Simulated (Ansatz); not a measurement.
# CH₃GaS₂: basis-set convergence

Aim: see how fast density functionals converge with the basis set for CH₃GaS₂.

Method: one geometry, several basis sets; program: Ansatz 0.2.0, Gaussian basis.

Plan: PBE0-D4/def2-SVP; ωB97M-V/def2-SVP; PBE0-D4/def2-QZVPP; ωB97M-V/def2-QZVPP; the functionals' def2-TZVPP values are taken from earlier runs.

### 1 The geometry

An earlier PBE0-D4/def2-TZVP relaxation fixed the geometry.

SMILES `[CH3][Ga]1[S][S]1`, 7 atoms, charge 0, spin multiplicity 1.

Atoms are counted from 1 here; the program's logs count them from 0.

Bond lengths: C1–Ga2 1.932 Å, C1–H5 1.089 Å, C1–H6 1.090 Å, C1–H7 1.091 Å, Ga2–S3 2.176 Å, Ga2–S4 2.174 Å, S3–S4 2.205 Å. Angles: Ga2–C1–H5 110.5°, Ga2–C1–H6 109.3°, Ga2–C1–H7 109.1°, H5–C1–H6 109.7°, H5–C1–H7 109.5°, H6–C1–H7 108.7°, C1–Ga2–S3 149.0°, C1–Ga2–S4 150.1°, S3–Ga2–S4 60.9°, Ga2–S3–S4 59.5°, Ga2–S4–S3 59.6°.

Geometry (Å):

```
C    -0.6215    0.9298   -0.4267
Ga    0.3755   -0.5840    0.2420
S     2.0679   -1.3484    1.3763
S     0.6474   -2.7342    0.4157
H    -1.5186    0.5963   -0.9462
H    -0.8984    1.5761    0.4069
H     0.0086    1.4963   -1.1137
```

### 2 PBE0-D4 in def2-SVP

Contents of in.yaml:

```yaml
crystal:
  periodic: [false, false, false]
  atoms:
    - {symbol: C, position_ang: [-0.621455, 0.929838, -0.426690]}
    - {symbol: Ga, position_ang: [0.375550, -0.583981, 0.242035]}
    - {symbol: S, position_ang: [2.067910, -1.348362, 1.376296]}
    - {symbol: S, position_ang: [0.647450, -2.734237, 0.415687]}
    - {symbol: H, position_ang: [-1.518570, 0.596338, -0.946209]}
    - {symbol: H, position_ang: [-0.898423, 1.576053, 0.406901]}
    - {symbol: H, position_ang: [0.008638, 1.496251, -1.113722]}
basis:
  gaussian: {orbitals: def2-SVP}
hamiltonian: {xc: pbe0, dispersion: d4}
output: {orbitals: {seedname: orbitals}}
```

Started as:

```bash
ansatz run in.yaml --threads 2 --pin off --events-out ev --progress --plain --max-ram 4352MiB
```

After this run come: ωB97M-V in def2-SVP; PBE0-D4 in def2-QZVPP; ωB97M-V in def2-QZVPP.

Q: Predict the results of all the runs planned. Wanted: PBE0-D4: double and triple zeta above quadruple; ωB97M-V: double and triple zeta above quadruple.

As calculated:

| quantity | value |
| --- | --- |
| PBE0-D4: double and triple zeta above quadruple | 17.44, 1.88 eV |
| ωB97M-V: double and triple zeta above quadruple | 17.33, 1.81 eV |

**Reading.** For PBE0-D4 the step from double to triple zeta gains 15.56 eV and the next only 1.88 eV. These are total energies; as a rule much of such shifts cancels in differences, which this series doesn't test.
